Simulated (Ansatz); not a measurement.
H₆OSeSi₂, SMILES [SiH3]O[SiH2][SeH], an atomisation energy

Program: Ansatz 0.2.0 through its Python package.

`h6osesi2.xyz`
```text
10

Si   -1.25140   -0.84270    0.22790
O    -0.96660    0.59090   -0.68110
Si    0.55400    1.21230   -0.16120
Se    2.25600    0.17130   -1.27180
H    -0.24170   -1.86350   -0.09130
H    -1.24510   -0.55050    1.67060
H    -2.57370   -1.37780   -0.12760
H     0.74100    1.08200    1.29430
H     0.60520    2.64520   -0.48610
H     2.12230   -1.06710   -0.37370
```

Typed at the interpreter:
```pycon
>>> from collections import Counter
>>> import ansatz as az
>>> def total_energy(molecule, charge=0, unpaired=0):
...     calc = (
...         molecule.calculation()
...         .basis(gaussian="def2-SVP")
...         .functional("B3LYP")
...     )
...     if charge:
...         calc = calc.charge(charge)
...     if unpaired:
...         calc = calc.spin("collinear", total=unpaired)
...     return calc.run(threads=1).report["free_energy_ev"]
...
>>> system = az.Crystal.molecule_from_extxyz("h6osesi2.xyz")
>>> # unpaired electrons of the ground-state atoms
>>> unpaired = {"Si": 2, "O": 2, "Se": 2, "H": 1}
>>> counts = Counter(site.symbol for site in system.cartesian_sites)
>>> atom_energy = {s: total_energy(az.Crystal.molecule().atom(s, (0, 0, 0)), 0, unpaired[s]) for s in counts}
>>> whole = total_energy(system, 0, 0)
>>> for s, e in atom_energy.items():
...     print(f"{s:2s} x{counts[s]}  {e:14.5f} eV")
...
Si x2     -7872.08217 eV
O  x1     -2040.87461 eV
Se x1    -65340.80100 eV
H  x6       -13.63995 eV
>>> print(f"H6OSeSi2: {whole:.5f} eV")
H6OSeSi2: -83239.30606 eV
>>> split = sum(counts[s] * e for s, e in atom_energy.items()) - whole
>>> print(f"atomisation energy (no zero-point term): {split:.3f} eV, {split / sum(counts.values()):.3f} eV an atom")
atomisation energy (no zero-point term): 31.626 eV, 3.163 eV an atom
```

31.626 eV from the electronic energies, without the zero-point term.

Caveats:
- Total energies depend on the basis set; only differences at equal settings carry meaning.
- The geometry is a force-field or estimated start, not a minimum of this method, and the basis set is short of its limit. All parts are taken at fixed geometry, without zero-point energy.
- b3lyp holds the VWN-RPA fit, as in Gaussian; the form of ORCA and Turbomole is b3lyp5.
- The spin-orbit lowering of heavy atoms is left out.
- Finished in 7.1 s on 1 thread of Arm Neoverse V1 (shared host), peak memory 0.31 GiB.
